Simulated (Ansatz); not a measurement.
# AlC: a trial structure relaxed

Aim: relax AlC from this start, AuCd (B19) type (Pmma, No. 51), and see where it ends.

Method: DFT PBE, scalar-relativistic, plane waves, PAW, in Ansatz 0.2.0.

4 further runs of the same task are left out: 4 set aside as unsound or not needed.

**1. The system as given**

It takes space group Pmma (No. 51, orthorhombic). Conventional cell: a = 4.064 Å, b = 2.690 Å, c = 4.150 Å, α = 90.00°, β = 90.00°, γ = 90.00°. Al (site symmetry mm2) has 8 C at 2.47 to 2.49 Å and 4 Al at 2.56 to 2.69 Å as nearest neighbours. C (site symmetry mm2) has 8 Al at 2.47 to 2.49 Å as nearest neighbours.

Coordinates:

```cif
data_structure
_symmetry_space_group_name_H-M 'Pmma'
_symmetry_Int_Tables_number 51
_cell_length_a 4.0644
_cell_length_b 2.6897
_cell_length_c 4.1498
_cell_angle_alpha 90.000
_cell_angle_beta 90.000
_cell_angle_gamma 90.000
_cell_volume 45.36
loop_
_atom_site_label
_atom_site_type_symbol
_atom_site_symmetry_multiplicity
_atom_site_Wyckoff_symbol
_atom_site_fract_x
_atom_site_fract_y
_atom_site_fract_z
_atom_site_occupancy
Al1 Al 2 e 0.75000 0.00000 0.68700 1
C1 C 2 f 0.75000 0.50000 0.18800 1
```

(A quick probe on a coarse mesh, which set the mesh and smearing, is not shown.)

**3. Coarse relaxation**

Input file input.yaml:

```yaml
crystal:
  lattice:
    - [4.0643662517, 0.0, 0.0]
    - [0.0, 2.6896541372, 0.0]
    - [0.0, 0.0, 4.1497520973]
  atoms:
    - { symbol: Al, position: [0.75, 0.0, 0.687] }
    - { symbol: Al, position: [0.25, 0.0, 0.313] }
    - { symbol: C, position: [0.75, 0.5, 0.188] }
    - { symbol: C, position: [0.25, 0.5, 0.812] }
basis:
  ecutwfc: 420
kpoints:
  mp_grid: { grid: [4, 6, 4] }
hamiltonian:
  xc: pbe
scf:
  occupations: { method: gaussian, width: 0.1 }
  lower_state_search: "off"
output:
  forces: true
  stress: true
  eigenvalues: true
relax:
  adjacent_minimum: "off"
  f_tol: 0.04
  max_steps: 70
  cell: { stress_tol: 0.4 }
```

The run is started by

```bash
ansatz run input.yaml --threads 1 --pin off --max-ram 2560MiB --backend cpu --events-out ev --progress --plain --runs-dir out
```

The session goes on with these runs: coarse relaxation; relaxing cell and atoms.

Q: Predict the outcome of this session.

As calculated:

Formation energies count from the elements, computed with the same settings in runs not shown here.

```
                          quantity                                                                      value
               cell (conventional)  a = 3.103 Å, b = 5.564 Å, c = 2.613 Å, α = 90.00°, β = 90.00°, γ = 90.00°
                       space group                                                              Cmmm (No. 65)
                            volume                                                              11.28 Å³/atom
                   gap on the mesh                                                               none (metal)
formation energy from the elements                                                             +0.933 eV/atom
```

What this shows: The structure ended in another space group than at the start: Pmma to Cmmm. The formation energy of +0.93 eV/atom is positive, so the elements lie lower than this structure; another structure of the compound can lie lower.
